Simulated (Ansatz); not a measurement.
C₂H₅AlF, SMILES C[CH2][Al][F], an atomisation energy

Computed with Ansatz 0.2.0, Python API.

At the Python prompt:
```pycon
>>> from collections import Counter
>>> import ansatz as az
>>> def energy_of(molecule, charge=0, unpaired=0):
...     calc = (
...         molecule.calculation()
...         .basis(gaussian="def2-SVP")
...         .functional("hf")
...     )
...     if charge:
...         calc = calc.charge(charge)
...     if unpaired:
...         calc = calc.spin("collinear", total=unpaired)
...     report = calc.run().report
...     if report["published_state_doubts"]:
...         print("  doubts:", report["published_state_doubts"])
...     return report["free_energy_ev"]
...
>>> GEOMETRY = """
... C    -0.40440    0.77930   -0.13450
... C    -0.02030   -0.32970    0.74870
... Al    1.00570   -1.68700   -0.28400
... F     1.42950   -1.43980   -2.03050
... H    -1.09370    0.44180   -0.98870
... H    -1.03400    1.57440    0.44890
... H     0.46120    1.33970   -0.57060
... H     0.65190    0.08030    1.56990
... H    -0.90740   -0.80530    1.22370
... """
>>> system = az.Crystal.molecule()
>>> for line in GEOMETRY.strip().splitlines():
...     symbol, *xyz = line.split()
...     system = system.atom(symbol, [float(v) for v in xyz])
...
>>> unpaired = {"C": 2, "Al": 1, "F": 1, "H": 1}
>>> counts = Counter(site.symbol for site in system.cartesian_sites)
>>> atom_energy = {s: energy_of(az.Crystal.molecule().atom(s, (0, 0, 0)), 0, unpaired[s]) for s in counts}
>>> whole = energy_of(system, 0, 1)
>>> for s, e in atom_energy.items():
...     print(f"{s:2s} x{counts[s]}  {e:14.5f} eV")
...
C  x2     -1024.37889 eV
Al x1     -6579.42303 eV
F  x1     -2701.65667 eV
H  x5       -13.58606 eV
>>> print(f"C2H5AlF: {whole:.5f} eV")
C2H5AlF: -11423.62506 eV
>>> split = sum(counts[s] * e for s, e in atom_energy.items()) - whole
>>> print(f"atomisation energy (no zero-point term): {split:.3f} eV, {split / sum(counts.values()):.3f} eV an atom")
atomisation energy (no zero-point term): 25.857 eV, 2.873 eV an atom
```

25.857 eV from the electronic energies, without the zero-point term.

Notes:
- Total energies depend on the basis set; only differences at equal settings carry meaning.
- The geometry is a force-field or estimated start, not a minimum of this method, and the basis set is short of its limit. All parts are taken at fixed geometry, without zero-point energy.
- The run takes the species as open-shell (spin multiplicity 2), which needn't be its ground state.
- Hartree-Fock leaves correlation out, so bond, atomisation and ionisation energies come out well too low.
- It ran for 1.7 s on 1 thread of Arm Neoverse V1, on a shared host, peak memory 0.22 GiB.
